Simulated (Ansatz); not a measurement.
# Ge2TeH6: how energies converge with the basis set

One table from this session's results is given with a row withheld; the runs are named, their logs left out.

Method: one geometry, several basis sets; program: Ansatz 0.2.0, Gaussian basis.

The runs, in order: PBE0-D4/def2-SVP; ωB97M-V/def2-SVP; PBE0-D4/def2-QZVPP; ωB97M-V/def2-QZVPP; the functionals' def2-TZVPP values are taken from earlier runs.

**Structure used throughout**

All runs share one geometry, relaxed beforehand with PBE0-D4 in a triple-zeta def2 set. Te takes the def2 core potential; no spin-orbit term is included.

SMILES `[GeH3][Te][GeH3]`, 9 atoms, charge 0, spin multiplicity 1.

Atoms are counted from 1 here; the program's logs count them from 0.

Bond lengths: Ge1–Te2 2.555 Å, Ge1–H4 1.537 Å, Ge1–H5 1.535 Å, Ge1–H6 1.537 Å, Te2–Ge3 2.555 Å, Ge3–H7 1.535 Å, Ge3–H8 1.537 Å, Ge3–H9 1.537 Å. Angles: Te2–Ge1–H4 110.0°, Te2–Ge1–H5 106.8°, Te2–Ge1–H6 110.1°, H4–Ge1–H5 110.2°, H4–Ge1–H6 109.4°, H5–Ge1–H6 110.2°, Ge1–Te2–Ge3 91.9°, Te2–Ge3–H7 106.8°, Te2–Ge3–H8 110.1°, Te2–Ge3–H9 110.1°, H7–Ge3–H8 110.2°, H7–Ge3–H9 110.2°, H8–Ge3–H9 109.4°.

Set-up of the first run:

in.yaml reads:

```yaml
crystal:
  periodic: [false, false, false]
  atoms:
    - {symbol: Ge, position_ang: [-0.860078, 1.201626, -1.078457]}
    - {symbol: Te, position_ang: [1.508743, 0.249039, -0.974157]}
    - {symbol: Ge, position_ang: [0.925428, -1.203950, 1.045291]}
    - {symbol: H, position_ang: [-1.874829, 0.067859, -1.294821]}
    - {symbol: H, position_ang: [-0.893782, 2.176814, -2.262864]}
    - {symbol: H, position_ang: [-1.189950, 1.941259, 0.227711]}
    - {symbol: H, position_ang: [2.195965, -1.981980, 1.413197]}
    - {symbol: H, position_ang: [-0.207749, -2.177395, 0.684367]}
    - {symbol: H, position_ang: [0.484852, -0.319669, 2.222532]}
basis:
  gaussian: {orbitals: def2-SVP}
hamiltonian: {xc: pbe0, dispersion: d4}
output: {orbitals: {seedname: orbitals}}
```

Steps of the session up to this table: PBE0-D4 in def2-SVP; ωB97M-V in def2-SVP; PBE0-D4 in def2-QZVPP; ωB97M-V in def2-QZVPP.

One table of the session follows, with a row left open; its other results are not shown here.

It belongs to the step «Functionals by basis». 

```
functional       basis  HOMO (eV)
   PBE0-D4    def2-SVP      -6.31
   PBE0-D4  def2-TZVPP          ?
   PBE0-D4  def2-QZVPP      -6.39
   ωB97M-V    def2-SVP      -8.32
   ωB97M-V  def2-TZVPP      -8.43
   ωB97M-V  def2-QZVPP      -8.44
```

Estimate the missing values for PBE0-D4, def2-TZVPP.

The run gave: HOMO (eV): -6.38. In the column «HOMO (eV)» it lies between PBE0-D4, def2-QZVPP (-6.39) and PBE0-D4, def2-SVP (-6.31).
